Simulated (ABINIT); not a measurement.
Here is an ABINIT 10.8.3 (patched build) calculation.

Contents of run.abi:

```
# Datasets: one volume each
ndtset 7
getwfk -1
scalecart1 3*0.9795861087
scalecart2 3*0.9864848297
scalecart3 3*0.9932883884
scalecart4 3*1.0000000000
scalecart5 3*1.0066227096
scalecart6 3*1.0131594038
scalecart7 3*1.0196128224

# Pseudopotentials
pp_dirpath "./"
pseudos "Zr.upf, B.upf"

# Structure
acell 3*1.0 Angstrom
rprim
     0.0000000000     2.3250000000     2.3250000000
     2.3250000000     0.0000000000     2.3250000000
     2.3250000000     2.3250000000     0.0000000000
ntypat 2
znucl 40 5
natom 2
typat 1 2
xred
     0.0000000000     0.0000000000     0.0000000000
     0.5000000000     0.5000000000     0.5000000000

# Plane-wave basis
ecut 38.0

# k points
kptopt 1
ngkpt 10 10 10
nshiftk 1
shiftk 0.0 0.0 0.0

# Exchange and correlation
ixc 11

# Bands and occupations
nband 12
occopt 3
tsmear 0.00183747

# SCF cycle
nstep 100
tolvrs 1.0e-10

# Output
iomode 3
prtwf 1
prtden 0
prteig 0
prtebands 0
```

Potentials or basis: PseudoDojo NC SR PBE v0.4 stringent.

Launch:

```console
$ abinit run.abi > log 2>&1
```

(1) Estimate the equilibrium volume.

Results:

(1) outside the volumes run.
